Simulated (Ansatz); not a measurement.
# SnSe (P4/nmm): levels without and with spin-orbit coupling

Aim: the levels without and with spin-orbit coupling, for SnSe (P4/nmm), run from a script.

Computed with the Python package of Ansatz 0.2.0. The levels of theory stand in the script.

### 1 The system

Symmetry: P4/nmm, No. 129, tetragonal system. The conventional cell has a = 4.285 Å, b = 4.285 Å, c = 10.991 Å, α = 90.00°, β = 90.00°, γ = 90.00°. Sn (site symmetry 4mm) is surrounded by 5 Se at 2.68 to 3.03 Å. Se (site symmetry 4mm) has 5 Sn at 2.68 to 3.03 Å as nearest neighbours.

No structure file is read: the coordinates are typed or built in the script.

### 2 The script

soc_snse.py

```python
"""Levels of SnSe without and with spin-orbit coupling."""

import warnings

import ansatz


def main() -> None:
    warnings.simplefilter("ignore", ansatz.DeckWarning)

    structure = (
        ansatz.Lattice.of((4.285327, 0.0, 0.0), (0.0, 4.285327, 0.0), (0.0, 0.0, 10.990692))
        .atom("Sn", (0.5, 0.0, 0.372229))
        .atom("Sn", (0.0, 0.5, 0.627771))
        .atom("Se", (0.5, 0.0, 0.616039))
        .atom("Se", (0.0, 0.5, 0.383961))
    )

    base = (
        structure.calculation()
        .functional("lda")
        .basis(450)
        .kpoints(mesh=(6, 6, 2), center="gamma")
        .occupations("fixed")
        .band_table()
    )
    for label, variant in (("scalar-relativistic", base), ("spin-orbit", base.spin(soc=True))):
        rep = variant.run(threads=1).report
        zero = rep["band_edges_ev"][0] if rep.get("band_edges_ev") else rep["fermi_energy_ev"]
        near = [round(e - zero, 3) for e in rep["eigenvalues_ev"][0] if abs(e - zero) < 2]
        print(label)
        print("  band edges (eV):", [round(e, 3) for e in rep.get("band_edges_ev") or []] or "none reported")
        print("  levels at k =", rep["kpoints_frac"][0], "within 2 eV of the zero:", near)


if __name__ == "__main__":
    main()
```

### 3 The input behind the calls

The engine receives this input (first run):

```yaml
crystal:
  lattice:
    - [4.285327, 0.0, 0.0]
    - [0.0, 4.285327, 0.0]
    - [0.0, 0.0, 10.990692]
  atoms:
    - { symbol: Sn, position: [0.5, 0.0, 0.372229] }
    - { symbol: Sn, position: [0.0, 0.5, 0.627771] }
    - { symbol: Se, position: [0.5, 0.0, 0.616039] }
    - { symbol: Se, position: [0.0, 0.5, 0.383961] }
basis:
  ecutwfc: 450.0
kpoints:
  mp_grid:
    grid: [6, 6, 2]
    shift: [0.0, 0.0, 0.0]
hamiltonian:
  xc: lda
scf:
  occupations:
    method: fixed
output:
  eigenvalues: true
```

### 4 The run

Command:

```console
python soc_snse.py
```

The log of the run:

```text
scalar-relativistic
  band edges (eV): [2.179, 3.645]
  levels at k = [0.0, 0.0, 0.0] within 2 eV of the zero: [-1.585, -1.585, -0.191, 1.663]
spin-orbit
  band edges (eV): [2.201, 3.57]
  levels at k = [0.0, 0.0, 0.0] within 2 eV of the zero: [-1.79, -1.79, -1.469, -1.469, -0.195, -0.195, 1.615, 1.615]
```

Wall time 48 s (1 thread of Arm Neoverse V2, shared host); peak memory 1 GiB.

### 5 What changed from run to run

The engine's inputs for the other runs:

Run 2, against run 1:

```diff
@@ -18,0 +19,3 @@
+magnetization:
+  noncollinear: true
+  spin_orbit: true
```

### 6 What each run gave

From the records of these 2 runs:

| run | spin-orbit | energy (eV/atom) | gap on the mesh (eV) | iterations in all | CPU time (s) |
| --- | --- | --- | --- | --- | --- |
| 1 | not set | -5631.6836 | 1.47 | 7 | 5.5 |
| 2 | yes | -5632.7828 | 1.37 | 8 | 42 |

Totals hang on method, basis and potentials, so only like runs compare.

### 7 What came out

```
       quantity                                                                     value
  runs compared                                                                         2
gap on the mesh  1.37 (with spin-orbit coupling) to 1.47 eV (without spin-orbit coupling)
```

The gap on the mesh runs from 1.37 eV (with spin-orbit coupling) to 1.47 eV (without spin-orbit coupling). In CPU time, run 2 (with spin-orbit coupling) cost about 7.6 times as much as run 1 (without spin-orbit coupling). Notes:
- The cell holds layers, chains or clusters in vacuum, no bulk phase.
- The computed bands are complete only to about 3.1 eV above the Fermi level.
- Points of the mesh across the vacuum add cost only.
- This cell is a computed structure, which may not be the phase found in nature.
- Levels are Kohn-Sham eigenvalues on this mesh.
- With spin-orbit coupling each level holds one electron and, with inversion or at time-reversal points, comes in pairs; a window in energy can cut a split set.
